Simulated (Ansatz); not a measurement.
# Zn6F in Ansatz: reference runs

Aim: a first look at Zn6F with PBE, on the cell as given.

Everything below comes from runs of Ansatz 0.2.0. Logs are shortened: lines on timing, memory, paths and dates and some standing lists are left out, and cuts for length are marked.

**1. The cell of the first run**

The cell holds a slab with vacuum, 14 atoms: a = 5.330 Å, b = 4.947 Å, c = 23.385 Å, α = 90.00°, β = 90.00°, γ = 90.00°.

**2. Single point, PBE**

input.yaml reads:

```yaml
crystal:
  lattice:
    - [5.3295961064, 0.0, 0.0]
    - [0.0, 4.9467, 0.0]
    - [0.0, 0.0, 23.3848265569]
  atoms:
    - { symbol: Zn, position: [0.5, 0.75, 0.3421021738] }
    - { symbol: Zn, position: [0.0, 0.75, 0.3421021738] }
    - { symbol: Zn, position: [0.75, 0.25, 0.3749979037] }
    - { symbol: Zn, position: [0.25, 0.25, 0.3749979037] }
    - { symbol: Zn, position: [0.75, 0.75, 0.4407893633] }
    - { symbol: Zn, position: [0.25, 0.75, 0.4407893633] }
    - { symbol: Zn, position: [0.0, 0.25, 0.4736850932] }
    - { symbol: Zn, position: [0.5, 0.25, 0.4736850932] }
    - { symbol: Zn, position: [0.0, 0.75, 0.5394765529] }
    - { symbol: Zn, position: [0.5, 0.75, 0.5394765529] }
    - { symbol: Zn, position: [0.25, 0.25, 0.5723722827] }
    - { symbol: Zn, position: [0.75, 0.25, 0.5723722827] }
    - { symbol: F, position: [0.3995315559, 0.013623077, 0.6707266577] }
    - { symbol: F, position: [0.25, 0.25, 0.6707266577] }
hamiltonian:
  xc: pbe
  pseudopotentials: { kind: paw }
kpoints:
  mp_grid: { grid: [5, 6, 1] }
scf:
  occupations: { method: fermi_dirac, width: 0.05 }
output:
  forces: true
  eigenvalues: true
efield:
  axis: 3
  dipole_correction: true
  ramp_width: 0.04
```

Potentials or basis: Ansatz PAW.

Run with:

```sh
$ ansatz run input.yaml --threads 4 --pin off --max-ram 11264MiB --backend cpu --events-out ev --progress --plain --runs-dir out
```

The log of the run:

```text
Warning: RAYON_NUM_THREADS=4 ignored (pool sized by the plan → 4); use --threads N
Engine: ansatz 0.2.0, aarch64-unknown-linux-gnu
Pseudopotentials: kind: paw
Pseudopotential: Zn, paw, valence charge 12, recommended cutoff 420 eV (normal), Zn.paw.azcp
Pseudopotential: F, paw, valence charge 7, recommended cutoff 420 eV (normal), F.paw.azcp
Functional definition: PBE
  parameter kappa = 0.804
  parameter beta = 0.06672455060314922
  exchange = pbe_x(kappa = kappa, mu = beta*pi^2/3)
  correlation = pbe_c(beta = beta)
Crystal: 14 atoms, lattice volume = 616.516 Å³
Basis set: ecut = 420 eV, 12039 PW (Γ), exchange–correlation on 72×72×320 points (8 copies of the dense FFT grid, shifted against one another)
Bands: 95, of which v1, the nominal top of the filled ones, is band 79 counted from 1 (78 counted from 0)
Symmetry: 1 space group operations
Space group: P1 (ITA 1), of the structure as read, at distance tolerance 8.5e-5 Å
k-points: 16 of 30 (time reversal used)
Non-local potential: Zn, projectors of the file, l = 0: 2, l = 1: 2, l = 2: 3, l = 3: 1
Non-local potential: F, projectors of the file, l = 0: 2, l = 1: 2, l = 2: 1
PAW form: soft (Blöchl's): semilocal exchange-correlation on the pseudo side does not see the compensation charge
PAW one-centre angular grid: Zn, 590 points (default); XC on 64 Gauss nodes
PAW one-centre angular grid: F, 110 points (default); XC on 64 Gauss nodes
Initial density: superposition of atomic densities (neutral atoms: chi_scale 0, normalization atom), corrected by the library's trained network
Initial wavefunctions: pseudopotential atomic-orbital guess
Functional: x = pbe(κ = 0.804, μ = 0.2195149727645171), c = pbe(β = 0.06672455060314922)
SCF iter   1: F=—  HF=-41437.279007 eV  |F-HF|=—  |Δ(HF+E_count)|=         —  Δρ=7.58e-3  dr2=1.05e0  ethr=1.77e-3  p=-0.238 e·Å  D=-6.99e-2 V/Å  ΔV_dip=1.63 eV  dr2_dipole=3.65e-1  V_vac-E_F(+/−)=5.76/4.12 eV  ⟨swp⟩=12.9  Hψ=9005  notcnv=0  defer=37
efield: sawtooth ramp at fractional position 0.9864 (placed from the atoms, in the widest stretch of the axis that holds none; the zero of the levels goes with the place), width 0.0400; the density the first Hamiltonian is built on has a dipole p = -0.238 e·Å; the dipole correction subtracts the counter field D = -6.99e-2 V/Å, which shifts the + side's vacuum level by +1.63 eV against the − side's; the planar-averaged density in the ramp window peaks in size at 5.7e-6 e/Å³
preconditioner: auto → LDOS  [metal: Δε(μ)=0.030 eV  Ē_g=10.207 eV  σ=0.050 eV  W_gap=0.15  n_scr=104 (ndim 8)  ℏωp=18.8 eV  f_vac=0.603  D(μ)=3.30/eV (n_scr^D=6)  β→1.0]
SCF iter   2: F=—  HF=-41437.239978 eV  |F-HF|=—  |Δ(HF+E_count)|=   3.90e-2  Δρ=1.76e-2  dr2=3.75e0  ethr=6.64e-4  p=-0.151 e·Å  D=-4.44e-2 V/Å  ΔV_dip=1.04 eV  dr2_dipole=1.09e0  V_vac-E_F(+/−)=5.51/4.48 eV  ⟨swp⟩=2.2  Hψ=1888  notcnv=0  defer=101  recentre
SCF iter   3: F=—  HF=-41437.254407 eV  |F-HF|=—  |Δ(HF+E_count)|=   1.44e-2  Δρ=5.17e-3  dr2=4.18e-1  ethr=6.64e-4  p=-0.205 e·Å  D=-6.03e-2 V/Å  ΔV_dip=1.41 eV  dr2_dipole=1.37e-1  V_vac-E_F(+/−)=5.65/4.24 eV  ⟨swp⟩=2.1  Hψ=1670  notcnv=0  defer=102
[... 10 lines left out ...]
SCF iter  14: F=-41437.241859 eV  HF=-41437.241859 eV  |F-HF|=1.30e-7  |Δ(HF+E_count)|=   3.37e-7  Δρ=2.12e-6  dr2=2.32e-8  ethr=6.33e-11  p=-0.174 e·Å  D=-5.12e-2 V/Å  ΔV_dip=1.20 eV  dr2_dipole=1.28e-12  V_vac-E_F(+/−)=5.56/4.36 eV  ⟨swp⟩=17.4  Hψ=8983  notcnv=0
SCF 1 converged in 14 iterations: F = -41437.241859 eV  dr2 = 2.32e-8
SCF converged after 14 iterations
Free energy (F): -41437.241859 eV
Harris-Foulkes:  -41437.241859 eV  (|F-HF|=1.30e-7)
Internal energy: -41437.198295 eV  (E = F + TS)
E sigma→0 (E₀):  -41437.220077 eV
Entropy (-TS):   -0.043564 eV (-3.112 meV/atom)
Fermi energy:    0.049447 eV
Dipole field:    D = -0.051170 V/Å  (p = -0.174340 e·Å, saw-weighted, corrected)
Work function:   Φ+ = 5.5613 eV   Φ− = 4.3648 eV
Levels:          The Fermi level and band energies are counted from a zero that moves with the ramp; work functions are not
--- Per-component energies (eV) ---
  E_band       = -1110.084688
  E_kinetic    = 1971.963856
  E_local      = -165202.521699  (includes V_loc(G=0)·N_el)
  E_nonlocal   = 7481.311458
  E_hartree    = 80154.075760
  E_xc         = -1801.717726
  E_vxc        = -821.392997  (∫ρ·V_xc dr)
  E_paw        = -22303.051190  (= ΣΔE_a)
  E_vpaw       = -4841.877275  (= ΣTr[D̂ρ^β])
  E_aug_tail   = -0.000394  (compensation charges beyond the density's cutoff)
  E_efield     = 0.004460  (sawtooth field / dipole correction)
  E_vefield    = -5.712193  (∫n·V_field dr)
  E_ewald      = 58262.737180
  E_smearing   = -0.043564  (= −TS)
  E_closure    = 0.000000  (closes the sum)
  Σ components = -41437.241859   (vs F -41437.241859, Δ=0.00e0)
--- Forces (eV/Å), atoms counted from 1 ---
  atom   1  Zn     0.06257262    -0.01767142     0.01779129
  atom   2  Zn    -0.06243418    -0.00831164     0.01739630
  atom   3  Zn    -0.00879344     0.01912345    -0.50089473
  atom   4  Zn     0.00853272    -0.00445870    -0.45047393
  atom   5  Zn     0.01051627    -0.00586220     0.24996246
  atom   6  Zn    -0.00969796    -0.01454032     0.18445938
  atom   7  Zn    -0.01191771     0.01317199    -0.21645969
  atom   8  Zn     0.01229051    -0.00032129    -0.15825119
  atom   9  Zn    -0.02490854     0.00063173     0.45263123
  atom  10  Zn     0.02441432    -0.02524872     0.46244375
  atom  11  Zn    -0.10413222     0.15113215    -0.09503545
  atom  12  Zn     0.04965999     0.01523454    -0.14607818
  atom  13  F      3.24890796    -4.75740997     0.25566885
  atom  14  F     -3.19505075     4.63458839    -0.07312017
  max |Σ_I F_I| component: 5.80e-5 eV/Å
--- Band table (eV; the first three rows and the last of 16) ---
  k-point 0: bands = ["-28.0363", "-21.9074", "-9.5796", "-9.4608", "-8.2274", "-8.0305", "-7.9810", "-7.9596", "-7.9511", "-7.9408", "-7.8415", "-7.8127", "-7.8008", "-7.7912", "-7.7611", "-7.7398", "-7.7290", "-7.5433", "-7.4680", "-7.4414", "-7.4317", "-7.3957", "-7.3938", "-7.3410", "-7.3214", "-7.3193", "-7.3175", "-7.2898", "-7.2747", "-7.2592", "-7.2568", "-7.2418", "-7.2360", "-7.2291", "-7.2198", "-7.2101", "-7.2013", "-7.1467", "-7.0699", "-7.0414", "-7.0197", "-6.9908", "-6.9839", "-6.9638", "-6.9582", "-6.9394", "-6.9348", "-6.9238", "-6.9010", "-6.8921", "-6.8862", "-6.8502", "-6.8369", "-6.8225", "-6.7940", "-6.7890", "-6.7663", "-6.7505", "-6.6699", "-6.6648", "-6.6628", "-6.6447", "-6.6384", "-6.6376", "-6.6371", "-6.5993", "-6.5339", "-4.2117", "-3.8504", "-3.6968", "-3.4019", "-3.3922", "-2.5976", "-2.4291", "-1.7168", "-1.7031", "-1.2525", "-0.8286", "-0.5916", "0.2249", "0.8416", "0.8735", "1.7612", "1.9750", "1.9986", "2.2678", "2.3455", "3.3175", "3.3227", "4.0413", "4.1347", "4.2791", "4.2874", "4.4170", "4.8325"]
  k-point 1: bands = ["-28.0358", "-21.9090", "-9.4971", "-9.3732", "-8.1946", "-8.0166", "-7.9839", "-7.9592", "-7.9468", "-7.9424", "-7.8908", "-7.8735", "-7.7729", "-7.7464", "-7.7297", "-7.7114", "-7.6983", "-7.5379", "-7.5156", "-7.4835", "-7.4614", "-7.4433", "-7.4401", "-7.4228", "-7.3900", "-7.3667", "-7.3332", "-7.3184", "-7.2654", "-7.2482", "-7.2387", "-7.2189", "-7.1925", "-7.1841", "-7.1733", "-7.1511", "-7.1407", "-7.1293", "-7.1112", "-6.9899", "-6.9802", "-6.9722", "-6.9672", "-6.9552", "-6.9458", "-6.9410", "-6.9185", "-6.8981", "-6.8768", "-6.8581", "-6.8500", "-6.8477", "-6.8381", "-6.8204", "-6.8167", "-6.8058", "-6.7479", "-6.7388", "-6.6870", "-6.6726", "-6.6558", "-6.6458", "-6.6347", "-6.6299", "-6.6226", "-6.5921", "-6.5187", "-4.4564", "-4.1377", "-3.8333", "-3.6756", "-3.2525", "-3.2432", "-2.5710", "-1.5926", "-1.5799", "-1.1466", "-0.3099", "0.0950", "0.2923", "0.5005", "0.5196", "1.4518", "1.4864", "1.5220", "1.8757", "2.7608", "2.7676", "3.9304", "4.1002", "4.1594", "4.3760", "4.6437", "5.1516", "5.2299"]
  k-point 2: bands = ["-28.0350", "-21.9124", "-9.4616", "-8.9441", "-8.1833", "-8.0113", "-7.9894", "-7.9574", "-7.9478", "-7.9055", "-7.8931", "-7.8688", "-7.7554", "-7.7368", "-7.7174", "-7.6995", "-7.6823", "-7.6101", "-7.6026", "-7.5839", "-7.5283", "-7.5238", "-7.5182", "-7.4250", "-7.4031", "-7.3721", "-7.3550", "-7.3505", "-7.2684", "-7.2346", "-7.2150", "-7.2130", "-7.1985", "-7.1403", "-7.1063", "-7.0771", "-7.0614", "-7.0471", "-7.0307", "-6.9851", "-6.9765", "-6.9460", "-6.9365", "-6.9269", "-6.9168", "-6.9124", "-6.9021", "-6.9001", "-6.8935", "-6.8687", "-6.8487", "-6.8284", "-6.8000", "-6.7721", "-6.7630", "-6.7536", "-6.7394", "-6.7309", "-6.7237", "-6.7111", "-6.6515", "-6.6322", "-6.6133", "-6.6067", "-6.5764", "-6.5726", "-6.3416", "-5.9093", "-4.5034", "-3.8864", "-3.6504", "-3.3190", "-2.7930", "-2.7840", "-1.5575", "-1.2944", "-1.2837", "-0.6978", "-0.6939", "-0.6127", "0.1878", "1.0770", "1.2183", "1.3994", "2.0056", "2.0368", "2.4604", "3.4068", "3.6395", "3.7548", "4.4200", "4.8698", "5.1711", "5.2725", "5.4100"]
  k-point 15: bands = ["-28.0356", "-21.9096", "-9.4731", "-8.6040", "-8.0385", "-7.9208", "-7.8286", "-7.8074", "-7.7725", "-7.7663", "-7.7437", "-7.7324", "-7.6849", "-7.6479", "-7.6169", "-7.5784", "-7.5442", "-7.5133", "-7.4632", "-7.4544", "-7.4465", "-7.4360", "-7.4057", "-7.3914", "-7.3801", "-7.3394", "-7.3163", "-7.2907", "-7.2751", "-7.2525", "-7.2317", "-7.2133", "-7.2062", "-7.1842", "-7.1746", "-7.1556", "-7.1516", "-7.1414", "-7.1275", "-7.1172", "-7.0932", "-7.0791", "-7.0646", "-7.0435", "-7.0324", "-7.0041", "-6.9709", "-6.9564", "-6.9475", "-6.9243", "-6.9167", "-6.8894", "-6.8815", "-6.8778", "-6.8604", "-6.8537", "-6.8482", "-6.8400", "-6.8313", "-6.8191", "-6.7742", "-6.7511", "-6.7330", "-6.7302", "-6.7232", "-6.6851", "-6.5485", "-5.9183", "-5.0134", "-3.8954", "-3.6615", "-3.5591", "-3.2997", "-2.5593", "-2.3445", "-1.7251", "-0.7010", "-0.2902", "0.2351", "0.6010", "0.8759", "1.0984", "1.6176", "1.9337", "2.3821", "2.4489", "2.7174", "3.4094", "3.7866", "4.0541", "4.7641", "5.0096", "5.2898", "5.3763", "5.7443"]
```

It took 40 s on 4 threads of Arm Neoverse V1, shared host; peak memory 1.7 GiB.

Results:

```yaml
Free_energy: -41437.2419 eV
Largest_force: 5.767 eV/Å
Band_gap_on_the_k_mesh: none (metal or under the smearing width)
Work_function_of_the_upper_face: 5.56 eV
Work_function_of_the_lower_face: 4.36 eV
Dipole_across_the_slab: -0.174 e·Å
```

Forces on the atoms (eV/Å):
```
Zn   0.063 -0.018  0.018
Zn  -0.062 -0.008  0.017
Zn  -0.009  0.019 -0.501
Zn   0.009 -0.004 -0.450
Zn   0.011 -0.006  0.250
Zn  -0.010 -0.015  0.184
Zn  -0.012  0.013 -0.216
Zn   0.012  0.000 -0.158
Zn  -0.025  0.001  0.453
Zn   0.024 -0.025  0.462
Zn  -0.104  0.151 -0.095
Zn   0.050  0.015 -0.146
F    3.249 -4.757  0.256
F   -3.195  4.635 -0.073
```

Levels at points of the mesh, in eV from the Fermi level:
| k point | band 77 | band 78 | band 79 | band 80 | band 81 | band 82 |
| --- | --- | --- | --- | --- | --- | --- |
| (0.00, 0.00, 0.00) | -1.30 | -0.88 | -0.64 | 0.18 | 0.79 | 0.82 |
| (0.00, -0.50, 0.00) | -1.83 | -0.91 | -0.90 | -0.17 | 0.17 | 0.36 |
